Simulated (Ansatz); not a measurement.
# FGeH3O: the cost of one run

Program: Ansatz 0.2.0. Level of theory: RKS revPBE-D4/def2-SVP. These are calculated values, not measurements.

### 1 The system as given

Bond lengths: Ge1–H2 1.750 Å, Ge1–O3 1.970 Å, O3–H4 1.010 Å, Ge1–F5 1.679 Å, Ge1–H6 1.549 Å. Angles: H2–Ge1–O3 43.1°, H2–Ge1–F5 122.1°, H2–Ge1–H6 122.1°, O3–Ge1–F5 122.8°, O3–Ge1–H6 122.8°, F5–Ge1–H6 109.5°, Ge1–O3–H4 105.8°.

Coordinates:

```xyz
6

Ge    0.0000    0.0000    0.0000
H     0.9237    0.0000    1.4863
O     1.9022    0.0000    0.5126
H     2.2186   -0.9521    0.3959
F    -0.7913    1.3709   -0.5594
H    -0.7300   -1.2648   -0.5162
```

### 2 Pulling towards end A

Springs on the bonds that form and break draw the guess towards this end; the thresholds are loose.

File input.yaml:

```yaml
crystal:
  periodic: [false, false, false]
  atoms:
    - { symbol: Ge, position_ang: [0.0, 0.0, 0.0] }
    - { symbol: H, position_ang: [0.9237, 0.0, 1.4863] }
    - { symbol: O, position_ang: [1.9022, 0.0, 0.5126] }
    - { symbol: H, position_ang: [2.2186, -0.9521, 0.3959] }
    - { symbol: F, position_ang: [-0.7913, 1.3709, -0.5594] }
    - { symbol: H, position_ang: [-0.73, -1.2648, -0.5162] }
basis:
  gaussian: { orbitals: def2-SVP }
hamiltonian:
  xc: revpbe
  dispersion: d4
relax:
  f_tol: 0.15
  max_steps: 25
  restrain:
    - { distance: [1, 2], at: 2.21, k: 30.0 }
    - { distance: [0, 1], at: 1.55, k: 30.0 }
    - { distance: [0, 2], at: 1.77, k: 30.0 }
```

Command:

```bash
$ ansatz run input.yaml --threads 1 --pin off --max-ram 2048MiB --backend cpu --events-out ev --progress --plain --runs-dir out
```

What time and memory should one allow on 1 thread of Arm Neoverse V2, shared host?

About 20 s, with a peak of 0.13 GiB.
